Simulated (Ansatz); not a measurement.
# C₃H₉AlSe₃: how energies converge with the basis set

One table from this session's results is given with a row withheld; the runs are named, their logs left out.

The runs use Ansatz 0.2.0, Gaussian basis; one geometry, several basis sets.

Levels to be run: PBE0-D4/def2-SVP; ωB97M-V/def2-SVP; PBE0-D4/def2-QZVPP; ωB97M-V/def2-QZVPP; the functionals' def2-TZVPP values are taken from earlier runs.

## The geometry

An earlier PBE0-D4 in a triple-zeta def2 set relaxation fixed the geometry.

SMILES `C[Se][Al]([Se]C)[Se]C`, 16 atoms, charge 0, spin multiplicity 1.

Atoms are counted from 1 here; the program's logs count them from 0.

Bond lengths: C1–Se2 1.966 Å, C1–H8 1.087 Å, C1–H9 1.087 Å, C1–H10 1.088 Å, Se2–Al3 2.309 Å, Al3–Se4 2.309 Å, Al3–Se6 2.309 Å, Se4–C5 1.966 Å, C5–H11 1.087 Å, C5–H12 1.088 Å, C5–H13 1.087 Å, Se6–C7 1.966 Å, C7–H14 1.087 Å, C7–H15 1.088 Å, C7–H16 1.087 Å. Angles: Se2–C1–H8 110.4°, Se2–C1–H9 110.3°, Se2–C1–H10 106.1°, H8–C1–H9 110.6°, H8–C1–H10 109.7°, H9–C1–H10 109.7°, C1–Se2–Al3 97.6°, Se2–Al3–Se4 120.0°, Se2–Al3–Se6 120.0°, Se4–Al3–Se6 120.0°, Al3–Se4–C5 97.6°, Se4–C5–H11 110.4°, Se4–C5–H12 106.1°, Se4–C5–H13 110.3°, H11–C5–H12 109.7°, H11–C5–H13 110.6°, H12–C5–H13 109.7°, Al3–Se6–C7 97.6° and more.

Set-up of the first run:

Input file in.yaml:

```yaml
crystal:
  periodic: [false, false, false]
  atoms:
    - {symbol: C, position_ang: [2.108505, -0.181617, 2.435412]}
    - {symbol: Se, position_ang: [0.368907, 0.695730, 2.172343]}
    - {symbol: Al, position_ang: [0.000178, 0.000836, 0.001746]}
    - {symbol: Se, position_ang: [1.559170, -1.325179, -1.066787]}
    - {symbol: C, position_ang: [0.613908, -1.508843, -2.780765]}
    - {symbol: Se, position_ang: [-1.928098, 0.631376, -1.100359]}
    - {symbol: C, position_ang: [-2.727372, 1.685263, 0.354088]}
    - {symbol: H, position_ang: [2.009312, -1.258925, 2.326350]}
    - {symbol: H, position_ang: [2.838822, 0.208010, 1.730312]}
    - {symbol: H, position_ang: [2.416575, 0.056919, 3.451505]}
    - {symbol: H, position_ang: [-0.348297, -1.993004, -2.632163]}
    - {symbol: H, position_ang: [1.245581, -2.134113, -3.408681]}
    - {symbol: H, position_ang: [0.483564, -0.535144, -3.246866]}
    - {symbol: H, position_ang: [-2.085403, 2.524897, 0.609454]}
    - {symbol: H, position_ang: [-3.678083, 2.053290, -0.026633]}
    - {symbol: H, position_ang: [-2.900170, 1.057907, 1.225246]}
basis:
  gaussian: {orbitals: def2-SVP}
hamiltonian: {xc: pbe0, dispersion: d4}
output: {orbitals: {seedname: orbitals}}
```

Run with:

```sh
ansatz run in.yaml --threads 4 --pin off --events-out ev --progress --plain --max-ram 66560MiB --backend cpu
```

Among the steps run: PBE0-D4 in def2-SVP; ωB97M-V in def2-SVP; PBE0-D4 in def2-QZVPP; ωB97M-V in def2-QZVPP.

One table of the session follows, with a row left open; its other results are not shown here.

| functional | basis | HOMO (eV) |
| --- | --- | --- |
| PBE0-D4 | def2-SVP | -6.57 |
| PBE0-D4 | def2-TZVPP | -6.65 |
| PBE0-D4 | def2-QZVPP | -6.66 |
| ωB97M-V | def2-SVP | ? |
| ωB97M-V | def2-TZVPP | -8.78 |
| ωB97M-V | def2-QZVPP | -8.79 |

**Question.** Estimate the row for ωB97M-V, def2-SVP.

As computed: HOMO (eV): -8.68. In the column «HOMO (eV)» it lies between ωB97M-V, def2-TZVPP (-8.78) and PBE0-D4, def2-QZVPP (-6.66).
